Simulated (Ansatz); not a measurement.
# AlF2H3OS (built from SMILES O.[F][Al]([F])[SH]): search for a transition state

Aim: find the saddle point of a four-centre ligand exchange that is to form Al1–O6, S2–H5 and break Al1–S2, H5–O6, prove it by its vibrations, and relax downhill on both sides to see what it joins.

Method: PBE0-D4, def2-SVP first, then def2-TZVP; program: Ansatz 0.2.0, Gaussian basis.

31 further runs of the same task are left out: 31 set aside as unsound or not needed.

## Step 1: Starting geometry

The guess: 8 atoms, charge 0, spin multiplicity 1.

Atoms are counted from 1 here; the program's logs count them from 0.

Bond lengths: Al1–S2 2.638 Å, Al1–F3 1.641 Å, Al1–F4 1.639 Å, Al1–O6 2.180 Å, S2–H7 1.331 Å, O6–H8 0.956 Å. Angles: S2–Al1–F3 114.5°, S2–Al1–F4 108.1°, S2–Al1–O6 75.0°, F3–Al1–F4 127.5°, F3–Al1–O6 108.6°, F4–Al1–O6 110.9°, Al1–S2–H7 89.3°, Al1–O6–H8 126.3°.

Geometry (Å):

```xyz
8
AlF2H3OS
Al   -0.7979   -0.4237   -0.6219
S     1.7235    0.3339   -0.7820
F    -1.0285   -2.0457   -0.7178
F    -1.7261    0.7574   -1.2785
H     0.8613    0.2466    0.7880
O    -0.2307    0.0783    1.4218
H     1.3187    1.5895   -0.9552
H    -0.1203   -0.5364    2.1456
```

Distances that are to change: Al1–O6 2.18 Å, S2–H5 1.79 Å, Al1–S2 2.64 Å, H5–O6 1.27 Å.

## Step 2: Relaxing the guess with the reacting distances held

File hold/in.yaml:

```yaml
crystal:
  periodic: [false, false, false]
  atoms:
    - {symbol: Al, position_ang: [-0.797900, -0.423700, -0.621900]}
    - {symbol: S, position_ang: [1.723500, 0.333900, -0.782000]}
    - {symbol: F, position_ang: [-1.028500, -2.045700, -0.717800]}
    - {symbol: F, position_ang: [-1.726100, 0.757400, -1.278500]}
    - {symbol: H, position_ang: [0.861300, 0.246600, 0.788000]}
    - {symbol: O, position_ang: [-0.230700, 0.078300, 1.421800]}
    - {symbol: H, position_ang: [1.318700, 1.589500, -0.955200]}
    - {symbol: H, position_ang: [-0.120300, -0.536400, 2.145600]}
basis:
  gaussian: {orbitals: def2-SVP}
hamiltonian: {xc: pbe0, dispersion: d4}
relax: {f_tol: 0.08, max_steps: 120, escape_saddle: false, constraints: [{distance: [0, 5]}, {distance: [1, 4]}, {distance: [0, 1]}, {distance: [4, 5]}]}
```

No record of the launch command was kept for these runs.

The runs that follow: Saddle search in the small basis; Saddle search in triple zeta; Checking the order of the point; Relaxing after a step of 0.30 Å one way along the mode; Relaxing after a step of 0.30 Å the other way along the mode.

**Question.** What will these runs give? Wanted: imaginary mode; barrier from the start side; barrier from the end side; energy of the step; pairs that change; zero-point energy at the saddle.

The runs gave:

```
                       quantity                                                          value
                 imaginary mode                                                      873i cm⁻¹
    barrier from the start side                                                    56.9 kJ/mol
      barrier from the end side                                                    33.9 kJ/mol
             energy of the step                                                   +23.0 kJ/mol
              pairs that change  Al1–O6 tightened, S2–H5 formed, Al1–S2 loosened, H5–O6 broken
zero-point energy at the saddle                                                       0.956 eV
```

In words: One imaginary mode, 873i cm⁻¹, makes this a first-order saddle. It joins the planned start and end. A bond meant to break is only loosened at the end: the products stay bound as an adduct. At PBE0-D4/def2-TZVP the electronic barrier is 56.9 kJ/mol, about 23 kT at 298 K, and the step runs 23.0 kJ/mol uphill. A step off the saddle overshot and began above it in energy, so the link to its end is likely but not proven. Lower complexes than these ends may exist.
